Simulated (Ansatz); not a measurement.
I need a convergence test of the plane-wave cutoff of ScPd, space group Pm-3m. Use the Ansatz DFT code, driven from Python. Use (first run): LDA, PAW, cutoff 250 eV, 7×7×7 k-points, cold smearing of 0.1 eV. The script varies cutoff (eV): 250, 300, 350, 400.

Contents of `scpd.cif`:
```cif
data_ScPd
_cell_length_a 3.283000
_cell_length_b 3.283000
_cell_length_c 3.283000
_cell_angle_alpha 90.00000
_cell_angle_beta 90.00000
_cell_angle_gamma 90.00000
_symmetry_space_group_name_H-M 'P 1'
_symmetry_Int_Tables_number 1
loop_
_symmetry_equiv_pos_as_xyz
'x, y, z'
loop_
_atom_site_label
_atom_site_type_symbol
_atom_site_fract_x
_atom_site_fract_y
_atom_site_fract_z
Sc1 Sc    0.500000    0.500000    0.500000
Pd2 Pd    0.000000    0.000000    0.000000
```

`run_ecut.py`:
```python
"""Convergence of ScPd with the plane-wave cutoff."""

import ansatz as az
from ase.io import read

TOLERANCE = 1e-07

atoms = read("scpd.cif")
xtal = az.Crystal.from_ase(atoms)

job = (
    xtal.calculation()
    .functional(az.Functional.LDA)
    .kpoints(7)
    .occupations(az.OccupationsMethod.COLD)
    .scf(tolerance=TOLERANCE)
)

rows = []
for value in [250, 300, 350, 400]:
    r = job.basis(value).run(threads=1).report
    rows.append((value, r["free_energy_ev"] / len(r["lattice"]["sites"]), r["n_iterations"], r["n_pw"]))

print(" cutoff (eV)   F/atom (eV)    iterations   plane waves")
for row in rows:
    print(f"{str(row[0]):>12s}  {row[1]:12.5f}  {row[2]:12d}  {row[3]:12d}")

# differences from the last row
for row in rows[:-1]:
    shift = 1000 * (row[1] - rows[-1][1])
    print(f"{row[0]}: {shift:+.2f} meV/atom" + ("  (within 2 meV)" if abs(shift) < 2 else ""))
```

```console
$ python run_ecut.py
DeckWarning: basis.ecutwfc = 250 eV is below the records' recommended 420 eV, and the density's cutoff is lower with it unless basis.ecutrho_ratio is high enough to keep the records' density cutoff: compare with a run at a higher cutoff
DeckWarning: basis.ecutwfc = 300 eV is below the records' recommended 420 eV, and the density's cutoff is lower with it unless basis.ecutrho_ratio is high enough to keep the records' density cutoff: compare with a run at a higher cutoff
DeckWarning: basis.ecutwfc = 350 eV is below the records' recommended 420 eV, and the density's cutoff is lower with it unless basis.ecutrho_ratio is high enough to keep the records' density cutoff: compare with a run at a higher cutoff
DeckWarning: basis.ecutwfc = 400 eV is below the records' recommended 420 eV, and the density's cutoff is lower with it unless basis.ecutrho_ratio is high enough to keep the records' density cutoff: compare with a run at a higher cutoff
 cutoff (eV)   F/atom (eV)    iterations   plane waves
         250   -4466.56551             6           305
         300   -4467.55388             6           437
         350   -4467.67776             6           515
         400   -4467.68597             6           619
250: +1120.46 meV/atom
300: +132.09 meV/atom
350: +8.21 meV/atom
```
(Warnings from the package without file and line.)

Spin is left out of this run. The mesh is modest for a metal, so energies can be off by several to tens of meV an atom and pressures by half a GPa or more; differences at equal mesh fare better. The starting cell is as deposited in a crystallographic database; the results hold for this polymorph, which needn't be the stable one. Shifts are counted from the last row, which is itself no proven limit. It ran for 3.9 s on 1 thread of Arm Neoverse V1, with other jobs on the host, peak memory 0.39 GiB.

(Lines on the test bed's own set-up are left out of the output.)
